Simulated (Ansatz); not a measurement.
# C2H7AlClN: two geometries relaxed

Aim: relax the geometries before and after the reaction (metallacycle), and see whether they are two minima and how far apart in energy. Meant to form: H6–Cl2, Al1–C5; to break: Al1–Cl2, H6–C5. The start is a guess near the saddle point, from which both ends are pulled out.

Method: RKS PBE-D4/def2-SVP, in Ansatz 0.2.0.

## Step 1: Starting point

Bond lengths: Al1–Cl2 2.598 Å, Al1–N3 1.751 Å, N3–C4 1.442 Å, Al1–C5 2.297 Å, N3–C5 1.475 Å, Al1–H7 1.512 Å, C4–H8 1.096 Å, C4–H9 1.088 Å, C4–H10 1.096 Å, C5–H11 1.096 Å, C5–H12 1.094 Å. Angles (14 of 21 angles, heavy atoms first): Cl2–Al1–N3 116.1°, Cl2–Al1–C5 79.3°, N3–Al1–C5 39.9°, Al1–N3–C4 154.2°, Al1–N3–C5 90.4°, C4–N3–C5 115.4°, Al1–C5–N3 49.7°, Cl2–Al1–H7 112.0°, N3–Al1–H7 131.8°, C5–Al1–H7 158.3°, N3–C4–H8 110.8°, N3–C4–H9 109.5°, N3–C4–H10 110.9°, Al1–C5–H11 116.9°.

Coordinates:

```xyz
12

Al   -0.2251    0.0387   -1.6737
Cl    0.3530    2.5094   -2.2334
N     0.0305   -0.4564   -0.0138
C     0.2484   -1.4242    1.0331
C    -0.1203    0.9399    0.4361
H    -0.0086    1.7738   -0.6687
H    -0.8094   -0.6897   -2.8632
H    -0.5816   -1.4157    1.7486
H     0.3227   -2.4194    0.5991
H     1.1734   -1.2083    1.5795
H    -1.0725    1.1080    0.9512
H     0.6896    1.2441    1.1052
```

## Step 2: Pulling towards end A

Springs on the bonds that form and break draw the guess towards this end; the thresholds are loose.

The input, input.yaml:

```yaml
crystal:
  periodic: [false, false, false]
  atoms:
    - { symbol: Al, position_ang: [-0.2251, 0.0387, -1.6737] }
    - { symbol: Cl, position_ang: [0.353, 2.5094, -2.2334] }
    - { symbol: "N", position_ang: [0.0305, -0.4564, -0.0138] }
    - { symbol: C, position_ang: [0.2484, -1.4242, 1.0331] }
    - { symbol: C, position_ang: [-0.1203, 0.9399, 0.4361] }
    - { symbol: H, position_ang: [-0.0086, 1.7738, -0.6687] }
    - { symbol: H, position_ang: [-0.8094, -0.6897, -2.8632] }
    - { symbol: H, position_ang: [-0.5816, -1.4157, 1.7486] }
    - { symbol: H, position_ang: [0.3227, -2.4194, 0.5991] }
    - { symbol: H, position_ang: [1.1734, -1.2083, 1.5795] }
    - { symbol: H, position_ang: [-1.0725, 1.108, 0.9512] }
    - { symbol: H, position_ang: [0.6896, 1.2441, 1.1052] }
basis:
  gaussian: { orbitals: def2-SVP }
hamiltonian:
  xc: pbe
  dispersion: d4
relax:
  f_tol: 0.15
  max_steps: 25
  restrain:
    - { distance: [5, 1], at: 2.63, k: 30.0 }
    - { distance: [0, 4], at: 3.27, k: 30.0 }
    - { distance: [0, 1], at: 2.23, k: 30.0 }
    - { distance: [5, 4], at: 1.07, k: 30.0 }
```

Run with:

```sh
> ansatz run input.yaml --threads 2 --pin off --max-ram 3072MiB --backend cpu --events-out ev --progress --plain --runs-dir out
```

What it wrote:

```text
Warning: RAYON_NUM_THREADS=2 ignored (pool sized by the plan → 2); use --threads N
The last accepted step is kept in <dir> (removed where the run ends without a failure and the disk answers)
Engine: ansatz 0.2.0, aarch64-unknown-linux-gnu
Functional definition: PBE
  parameter kappa = 0.804
  parameter beta = 0.06672455060314922
  exchange = pbe_x(kappa = kappa, mu = beta*pi^2/3)
  correlation = pbe_c(beta = beta)
1282 factors; their error is unknown
mean field evaluation 1: about -22762.8861 eV, gradient 6.9e1 eV
mean field evaluation 2: about -22689.5923 eV, gradient 1.7e2 eV
mean field evaluation 4: about -22774.5469 eV, gradient 1.6e1 eV
mean field evaluation 8: about -22775.0804 eV, gradient 1.1e-1 eV
mean field evaluation 16: about -22775.0120 eV, gradient 2.2e-3 eV
mean field -22775.01201008 eV, -836.9662539129 hartree, gradient 1.7e-5 eV, S^2 0.000000; 0 other end points of the search recorded, 0 dependent functions left out
the calculation of the forces begins
reference -22775.01204888 eV, -836.9662553389 hartree; 28, 28 occupied and 85, 85 virtual orbitals, 1282 factors
relax step   1: F+E_penalty+E_count = -22775.27091955 eV  Δ(F+E_penalty+E_count) = +0.000e0 eV  max|allowed force component| = 2.966e0 eV/Å  E_restraint = 28.95914533 eV  max|allowed force component, restraints' pulls added| = 3.352e1 eV/Å  Δτ_max = 0.0000 Å  (30 SCF iters, accepted)
  distance H 5 - Cl 1 = 1.7664 Å
  distance Al 0 - C 4 = 2.2966 Å
  distance Al 0 - Cl 1 = 2.5984 Å
  distance H 5 - C 4 = 1.3887 Å
these checks for a lower state are left out or cut short: starts, cluster_reference, orbital_swaps, neighbouring_geometries, increment
1282 factors; their error is unknown
mean field -22775.47651859 eV, -836.9833242857 hartree, gradient 7.5e-6 eV, S^2 0.000000; 0 other end points of the search recorded, 0 dependent functions left out
the calculation of the forces begins
reference -22775.47655815 eV, -836.9833257395 hartree; 28, 28 occupied and 85, 85 virtual orbitals, 1282 factors
relax step   2: F+E_penalty+E_count = -22775.73036449 eV  Δ(F+E_penalty+E_count) = -4.594e-1 eV  max|allowed force component| = 4.805e0 eV/Å  E_restraint = 15.23000123 eV  max|allowed force component, restraints' pulls added| = 2.268e1 eV/Å  Δτ_max = 0.1949 Å  (38 SCF iters, accepted)
  distance H 5 - Cl 1 = 2.0520 Å
  distance Al 0 - C 4 = 2.5258 Å
  distance Al 0 - Cl 1 = 2.5431 Å
  distance H 5 - C 4 = 1.2413 Å
these checks for a lower state are left out or cut short: starts, cluster_reference, orbital_swaps, neighbouring_geometries, increment
1282 factors; their error is unknown
mean field evaluation 32: about -22775.4076 eV, gradient 1.7e-3 eV
mean field -22775.40758894 eV, -836.9807911680 hartree, gradient 2.4e-5 eV, S^2 0.000000; 0 other end points of the search recorded, 0 dependent functions left out
the calculation of the forces begins
reference -22775.40762878 eV, -836.9807926318 hartree; 28, 28 occupied and 85, 85 virtual orbitals, 1282 factors
relax step   3: F+E_penalty+E_count = -22775.65720596 eV  Δ(F+E_penalty+E_count) = +7.316e-2 eV  max|allowed force component| = 5.143e0 eV/Å  E_restraint = 5.82548415 eV  max|allowed force component, restraints' pulls added| = 1.104e1 eV/Å  Δτ_max = 0.1947 Å  (30 SCF iters, accepted)
  distance H 5 - Cl 1 = 2.3248 Å
  distance Al 0 - C 4 = 2.7649 Å
  distance Al 0 - Cl 1 = 2.4257 Å
  distance H 5 - C 4 = 1.1130 Å
these checks for a lower state are left out or cut short: starts, cluster_reference, orbital_swaps, neighbouring_geometries, increment
1282 factors; their error is unknown
mean field -22775.44083325 eV, -836.9820128736 hartree, gradient 2.4e-5 eV, S^2 0.000000; 0 other end points of the search recorded, 0 dependent functions left out
the calculation of the forces begins
reference -22775.44087310 eV, -836.9820143380 hartree; 28, 28 occupied and 85, 85 virtual orbitals, 1282 factors
relax step   4: F+E_penalty+E_count = -22775.68685561 eV  Δ(F+E_penalty+E_count) = -2.965e-2 eV  max|allowed force component| = 4.423e0 eV/Å  E_restraint = 0.89226711 eV  max|allowed force component, restraints' pulls added| = 2.708e0 eV/Å  Δτ_max = 0.1943 Å  (29 SCF iters, accepted)
  distance H 5 - Cl 1 = 2.5737 Å
  distance Al 0 - C 4 = 3.0342 Å
  distance Al 0 - Cl 1 = 2.2564 Å
  distance H 5 - C 4 = 1.0702 Å
these checks for a lower state are left out or cut short: starts, cluster_reference, orbital_swaps, neighbouring_geometries, increment
1282 factors; their error is unknown
mean field -22776.02776237 eV, -837.0035821210 hartree, gradient 1.4e-5 eV, S^2 0.000000; 0 other end points of the search recorded, 0 dependent functions left out
the calculation of the forces begins
reference -22776.02780208 eV, -837.0035835803 hartree; 28, 28 occupied and 85, 85 virtual orbitals, 1282 factors
relax step   5: F+E_penalty+E_count = -22776.27601897 eV  Δ(F+E_penalty+E_count) = -5.892e-1 eV  max|allowed force component| = 4.106e0 eV/Å  E_restraint = 0.19180476 eV  max|allowed force component, restraints' pulls added| = 1.740e0 eV/Å  Δτ_max = 0.1948 Å  (30 SCF iters, accepted)
  distance H 5 - Cl 1 = 2.6591 Å
  distance Al 0 - C 4 = 3.1651 Å
  distance Al 0 - Cl 1 = 2.2133 Å
  distance H 5 - C 4 = 1.0958 Å
these checks for a lower state are left out or cut short: starts, cluster_reference, orbital_swaps, neighbouring_geometries, increment
1282 factors; their error is unknown
mean field -22776.52443210 eV, -837.0218343969 hartree, gradient 6.7e-6 eV, S^2 0.000000; 0 other end points of the search recorded, 0 dependent functions left out
the calculation of the forces begins
reference -22776.52447176 eV, -837.0218358544 hartree; 28, 28 occupied and 85, 85 virtual orbitals, 1282 factors
relax step   6: F+E_penalty+E_count = -22776.77869410 eV  Δ(F+E_penalty+E_count) = -5.027e-1 eV  max|allowed force component| = 3.044e0 eV/Å  E_restraint = 0.12909152 eV  max|allowed force component, restraints' pulls added| = 1.129e0 eV/Å  Δτ_max = 0.1980 Å  (31 SCF iters, accepted)
  distance H 5 - Cl 1 = 2.6635 Å
  distance Al 0 - C 4 = 3.1912 Å
  distance Al 0 - Cl 1 = 2.2095 Å
  distance H 5 - C 4 = 1.0991 Å
these checks for a lower state are left out or cut short: starts, cluster_reference, orbital_swaps, neighbouring_geometries, increment
1282 factors; their error is unknown
mean field -22776.73449093 eV, -837.0295539165 hartree, gradient 1.1e-5 eV, S^2 0.000000; 0 other end points of the search recorded, 0 dependent functions left out
the calculation of the forces begins
reference -22776.73453076 eV, -837.0295553802 hartree; 28, 28 occupied and 85, 85 virtual orbitals, 1282 factors
relax step   7: F+E_penalty+E_count = -22776.99146203 eV  Δ(F+E_penalty+E_count) = -2.128e-1 eV  max|allowed force component| = 2.725e0 eV/Å  E_restraint = 0.15181322 eV  max|allowed force component, restraints' pulls added| = 3.497e-1 eV/Å  Δτ_max = 0.1930 Å  (30 SCF iters, accepted)
  distance H 5 - Cl 1 = 2.6462 Å
  distance Al 0 - C 4 = 3.1772 Å
  distance Al 0 - Cl 1 = 2.2042 Å
  distance H 5 - C 4 = 1.0940 Å
these checks for a lower state are left out or cut short: starts, cluster_reference, orbital_swaps, neighbouring_geometries, increment
1282 factors; their error is unknown
mean field evaluation 64: about -22776.8249 eV, gradient 4.8e0 eV
mean field -22776.84162807 eV, -837.0334911339 hartree, gradient 7.2e-6 eV, S^2 0.000000; 0 other end points of the search recorded, 0 dependent functions left out
the calculation of the forces begins
reference -22776.84166760 eV, -837.0334925865 hartree; 28, 28 occupied and 85, 85 virtual orbitals, 1282 factors
relax step   8: F+E_penalty+E_count = -22777.09852625 eV  Δ(F+E_penalty+E_count) = -1.071e-1 eV  max|allowed force component| = 2.747e0 eV/Å  E_restraint = 0.15836988 eV  max|allowed force component, restraints' pulls added| = 6.987e-1 eV/Å  Δτ_max = 0.1998 Å  (30 SCF iters, accepted)
  distance H 5 - Cl 1 = 2.6483 Å
  distance Al 0 - C 4 = 3.1755 Å
  distance Al 0 - Cl 1 = 2.2032 Å
  distance H 5 - C 4 = 1.0937 Å
these checks for a lower state are left out or cut short: starts, cluster_reference, orbital_swaps, neighbouring_geometries, increment
1282 factors; their error is unknown
mean field -22776.92064221 eV, -837.0363948501 hartree, gradient 7.5e-6 eV, S^2 0.000000; 0 other end points of the search recorded, 0 dependent functions left out
the calculation of the forces begins
reference -22776.92068111 eV, -837.0363962793 hartree; 28, 28 occupied and 85, 85 virtual orbitals, 1282 factors
relax step   9: F+E_penalty+E_count = -22777.17930767 eV  Δ(F+E_penalty+E_count) = -8.078e-2 eV  max|allowed force component| = 2.456e0 eV/Å  E_restraint = 0.16475226 eV  max|allowed force component, restraints' pulls added| = 2.060e-1 eV/Å  Δτ_max = 0.1949 Å  (30 SCF iters, accepted)
  distance H 5 - Cl 1 = 2.6546 Å
  distance Al 0 - C 4 = 3.1742 Å
  distance Al 0 - Cl 1 = 2.2068 Å
  distance H 5 - C 4 = 1.0957 Å
these checks for a lower state are left out or cut short: starts, cluster_reference, orbital_swaps, neighbouring_geometries, increment
1282 factors; their error is unknown
mean field -22776.95454964 eV, -837.0376409250 hartree, gradient 8.0e-6 eV, S^2 0.000000; 0 other end points of the search recorded, 0 dependent functions left out
the calculation of the forces begins
reference -22776.95458849 eV, -837.0376423528 hartree; 28, 28 occupied and 85, 85 virtual orbitals, 1282 factors
relax step  10: F+E_penalty+E_count = -22777.21370587 eV  Δ(F+E_penalty+E_count) = -3.440e-2 eV  max|allowed force component| = 2.360e0 eV/Å  E_restraint = 0.17104397 eV  max|allowed force component, restraints' pulls added| = 3.925e-1 eV/Å  Δτ_max = 0.1910 Å  (30 SCF iters, accepted)
  distance H 5 - Cl 1 = 2.6621 Å
  distance Al 0 - C 4 = 3.1734 Å
  distance Al 0 - Cl 1 = 2.2104 Å
  distance H 5 - C 4 = 1.0955 Å
these checks for a lower state are left out or cut short: starts, cluster_reference, orbital_swaps, neighbouring_geometries, increment
1282 factors; their error is unknown
mean field -22776.96128985 eV, -837.0378886232 hartree, gradient 7.6e-6 eV, S^2 0.000000; 0 other end points of the search recorded, 0 dependent functions left out
the calculation of the forces begins
reference -22776.96132882 eV, -837.0378900553 hartree; 28, 28 occupied and 85, 85 virtual orbitals, 1282 factors
relax step  11: F+E_penalty+E_count = -22777.22078330 eV  Δ(F+E_penalty+E_count) = -7.077e-3 eV  max|allowed force component| = 2.406e0 eV/Å  E_restraint = 0.17196440 eV  max|allowed force component, restraints' pulls added| = 1.225e-1 eV/Å  Δτ_max = 0.0805 Å  (30 SCF iters, accepted)
  distance H 5 - Cl 1 = 2.6552 Å
  distance Al 0 - C 4 = 3.1726 Å
  distance Al 0 - Cl 1 = 2.2034 Å
  distance H 5 - C 4 = 1.0950 Å
1282 factors; their error is unknown
mean field evaluation 96: about -22774.0708 eV, gradient 3.5e1 eV
mean field -22776.96128985 eV, -837.0378886232 hartree, gradient 2.0e-5 eV, S^2 0.000000; 1 other end points of the search recorded, 0 dependent functions left out
the calculation of the forces begins
reference -22776.96132882 eV, -837.0378900553 hartree; 28, 28 occupied and 85, 85 virtual orbitals, 1282 factors
Total energy: -22777.22082227 eV, -837.0474262638 hartree
Atom 0 at    -0.099252    -0.173128    -1.983832 Å, force     0.095898     2.098863     2.405703 eV/Å
Atom 1 at    -0.174271     1.971854    -2.482085 Å, force    -0.004954    -0.878310    -0.463916 eV/Å
Atom 2 at     0.020154    -0.002183    -0.085150 Å, force    -0.122517     0.009062     0.008106 eV/Å
Atom 3 at     0.068275    -1.239312     0.684120 Å, force     0.083332     0.005977    -0.012865 eV/Å
Atom 4 at     0.021543     1.222067     0.862921 Å, force     0.018533    -1.876020    -2.167698 eV/Å
Atom 5 at    -0.037019     2.066217     0.167872 Å, force    -0.002950     0.613170     0.180032 eV/Å
Atom 6 at    -0.146515    -1.480535    -2.870910 Å, force     0.013846     0.040686     0.031550 eV/Å
Atom 7 at    -0.775626    -1.327106     1.411117 Å, force    -0.030883    -0.002035    -0.008684 eV/Å
Atom 8 at     0.019662    -2.131906     0.021755 Å, force    -0.007426    -0.014734    -0.007963 eV/Å
Atom 9 at     1.008556    -1.336379     1.281327 Å, force     0.002478     0.005185     0.016757 eV/Å
Atom 10 at    -0.862795     1.182610     1.531225 Å, force    -0.024943     0.008684     0.037569 eV/Å
Atom 11 at     0.957388     1.248002     1.461640 Å, force    -0.020414    -0.010529    -0.018590 eV/Å
Dipole moment:     0.014276    -0.401280     0.195731 e Å
```

It took 24 s on 2 threads of Arm Neoverse V2, shared host; peak memory 0.16 GiB.

Relaxation path:

```
step  energy from step 1 (eV)  largest force component (eV/Å)
   1                   0.0000                          2.9656
   2                  -0.4594                          4.8055
   3                  -0.3863                          5.1435
   4                  -0.4159                          4.4226
   5                  -1.0051                          4.1061
   6                  -1.5078                          3.0445
   7                  -1.7205                          2.7248
   8                  -1.8276                          2.7467
   9                  -1.9084                          2.4560
  10                  -1.9428                          2.3600
  11                  -1.9499                          2.4057
```

Step 1 is the start. Energies and forces in the table leave out the springs, which the log lists apart; the run stops on the force with the springs' pull added.

After: Bond lengths: Al1–Cl2 2.203 Å, Al1–N3 1.910 Å, N3–C4 1.458 Å, N3–C5 1.548 Å, C5–H6 1.095 Å, Al1–H7 1.581 Å, C4–H8 1.117 Å, C4–H9 1.113 Å, C4–H10 1.118 Å, C5–H11 1.109 Å, C5–H12 1.111 Å. Angles (14 of 18 angles, heavy atoms first): Cl2–Al1–N3 98.0°, Al1–N3–C4 116.8°, Al1–N3–C5 132.8°, C4–N3–C5 110.4°, Cl2–Al1–H7 132.6°, N3–Al1–H7 129.3°, N3–C4–H8 112.7°, N3–C4–H9 111.4°, N3–C4–H10 112.5°, N3–C5–H6 102.8°, N3–C5–H11 109.9°, N3–C5–H12 110.4°, H8–C4–H9 106.9°, H8–C4–H10 106.3°.

Pairs that crossed the distance rule for bonds on the way: came closer C5–H6; moved apart Al1–C5.

## Step 3: End point A

It starts where the restrained run ended.

The input, input.yaml:

```yaml
crystal:
  periodic: [false, false, false]
  atoms:
    - { symbol: Al, position_ang: [-0.099252, -0.173128, -1.983832] }
    - { symbol: Cl, position_ang: [-0.174271, 1.971854, -2.482085] }
    - { symbol: "N", position_ang: [0.020154, -0.002183, -0.08515] }
    - { symbol: C, position_ang: [0.068275, -1.239312, 0.68412] }
    - { symbol: C, position_ang: [0.021543, 1.222067, 0.862921] }
    - { symbol: H, position_ang: [-0.037019, 2.066217, 0.167872] }
    - { symbol: H, position_ang: [-0.146515, -1.480535, -2.87091] }
    - { symbol: H, position_ang: [-0.775626, -1.327106, 1.411117] }
    - { symbol: H, position_ang: [0.019662, -2.131906, 0.021755] }
    - { symbol: H, position_ang: [1.008556, -1.336379, 1.281327] }
    - { symbol: H, position_ang: [-0.862795, 1.18261, 1.531225] }
    - { symbol: H, position_ang: [0.957388, 1.248002, 1.46164] }
basis:
  gaussian: { orbitals: def2-SVP }
hamiltonian:
  xc: pbe
  dispersion: d4
relax:
  f_tol: 0.03
  max_steps: 50
```

Run with:

```sh
> ansatz run input.yaml --threads 2 --pin off --max-ram 3072MiB --backend cpu --events-out ev --progress --plain --runs-dir out
```

What it wrote (excerpt; [...] marks lines left out):

```text
Warning: RAYON_NUM_THREADS=2 ignored (pool sized by the plan → 2); use --threads N
[...]
[... 1 set-up line as earlier in the session ...]
[...]
1282 factors; their error is unknown
[...]
mean field -22776.96126467 eV, -837.0378876978 hartree, gradient 5.0e-5 eV, S^2 0.000000; 0 other end points of the search recorded, 0 dependent functions left out
[...]
reference -22776.96130325 eV, -837.0378891155 hartree; 28, 28 occupied and 85, 85 virtual orbitals, 1282 factors
[...]
Atom 7 at    -0.791970    -1.385150     1.397924 Å, force    -0.000517    -0.000468     0.000229 eV/Å
Atom 8 at     0.042824    -2.144465     0.001012 Å, force    -0.000290    -0.000065    -0.000820 eV/Å
Atom 9 at     0.998299    -1.349596     1.297095 Å, force     0.000631    -0.000652     0.000542 eV/Å
Atom 10 at    -0.835470     1.160984     1.518643 Å, force     0.000993     0.000892    -0.000275 eV/Å
Atom 11 at     0.954838     1.196418     1.417567 Å, force    -0.001319     0.001275     0.000032 eV/Å
Dipole moment:     0.024771    -0.219917     0.360620 e Å
```

Wall time 18 s (2 threads of Arm Neoverse V2, shared host); peak memory 0.15 GiB.

Relaxation path:

```
step  energy from step 1 (eV)  largest force component (eV/Å)
   1                   0.0000                          2.4059
   2                  -0.4978                          1.3579
   3                  -0.5993                          0.2490
   4                  -0.6037                          0.1480
   5                  -0.6061                          0.0429
  6x                  -0.6047                          0.1434
   7                  -0.6065                          0.0382
   8                  -0.6067                          0.0051
```

Step 1 is the start. 1 step was tried and not accepted (marked x).

After: Bond lengths: Al1–Cl2 2.122 Å, Al1–N3 1.790 Å, N3–C4 1.452 Å, N3–C5 1.452 Å, C5–H6 1.108 Å, Al1–H7 1.584 Å, C4–H8 1.117 Å, C4–H9 1.110 Å, C4–H10 1.117 Å, C5–H11 1.117 Å, C5–H12 1.117 Å. Angles (14 of 18 angles, heavy atoms first): Cl2–Al1–N3 117.2°, Al1–N3–C4 121.7°, Al1–N3–C5 124.8°, C4–N3–C5 113.4°, Cl2–Al1–H7 121.9°, N3–Al1–H7 120.9°, N3–C4–H8 111.9°, N3–C4–H9 111.0°, N3–C4–H10 111.9°, N3–C5–H6 110.7°, N3–C5–H11 111.7°, N3–C5–H12 111.7°, H8–C4–H9 107.5°, H8–C4–H10 106.8°.

[end of part 1 of 2]
